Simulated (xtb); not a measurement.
# GFN2-xTB run of GaSiH4O2F (SMILES O[SiH](F)[O][GaH2])

Aim: a structure relaxation of GaSiH4O2F. 

Program for the calculation: xtb 6.7.1.

4 further runs of the same task are left out: 4 set aside as unsound or not needed.

## 1. Starting point

GaSiH4O2F has 9 atoms, charge 0, and is taken as a singlet. SMILES: `O[SiH](F)[O][GaH2]`. The shape comes from GFN2-xTB, which is rough for such elements, and wasn't checked as a minimum. This is one conformer, not always the lowest. The run starts from this shape.

Bond lengths: O1–Si2 1.696 Å, Si2–F3 1.599 Å, Si2–O4 1.579 Å, O4–Ga5 1.886 Å, O1–H6 0.960 Å, Si2–H7 1.441 Å, Ga5–H8 1.537 Å, Ga5–H9 1.538 Å. Some angles: O1–Si2–F3 103.5°, O1–Si2–O4 98.4°, F3–Si2–O4 115.8°, Si2–O4–Ga5 100.7°, O1–Si2–H7 109.5°, F3–Si2–H7 108.9°, O4–Si2–H7 118.8°, Si2–O1–H6 119.7°, O4–Ga5–H8 115.6°, O4–Ga5–H9 113.7°.

## 2. A structure relaxation at GFN2-xTB

The input, coord:

```
$coord
     -1.058416705142      1.320124876141      1.032432970928  o
      1.808014366997     -0.078083483470      1.349623500946  si
      1.543925141081     -1.658196879837      3.910637036823  f
      1.794672900557     -1.678454743893     -1.167869642280  o
     -1.361944515279     -0.741963168312     -2.531647191900  ga
     -1.741552699194      2.291859843946      2.403145815425  h
      3.720700664037      1.830407621574      1.682687730412  h
     -3.508389933935     -2.666157897451     -2.169613460944  h
     -1.197009219122      1.380482728562     -4.509396759411  h
$end
```

Command:

```
xtb coord --gfn 2 -o vtight > coord.out
```

What values should one expect? Wanted: total energy at the end; dipole moment; HOMO energy; LUMO energy; HOMO–LUMO gap; dispersion energy; mean polarisability.

Computed results:

Level: GFN2-xTB.

| quantity | value |
| --- | --- |
| total energy at the end | -18.03128 Eh |
| dipole moment | 3.36 D |
| HOMO energy | -11.50 eV |
| LUMO energy | -5.37 eV |
| HOMO–LUMO gap | 6.13 eV |
| dispersion energy | -14.53 kJ/mol |
| mean polarisability (D4 model) | 78.2 bohr³ |

What this shows: At the final geometry: Bond lengths: O1–Si2 1.696 Å, Si2–F3 1.598 Å, Si2–O4 1.578 Å, O4–Ga5 1.886 Å, O1–H6 0.960 Å, Si2–H7 1.440 Å, Ga5–H8 1.538 Å, Ga5–H9 1.538 Å. Some angles: O1–Si2–F3 103.7°, O1–Si2–O4 98.4°, F3–Si2–O4 115.8°, Si2–O4–Ga5 100.7°, O1–Si2–H7 109.5°, F3–Si2–H7 108.8°, O4–Si2–H7 118.9°, Si2–O1–H6 119.8°, O4–Ga5–H8 115.7°, O4–Ga5–H9 113.7°. The optimisation took 4 steps and changed the energy by -0.000 eV. Mulliken charges run from -0.45 on O1 to +0.70 on Si2.
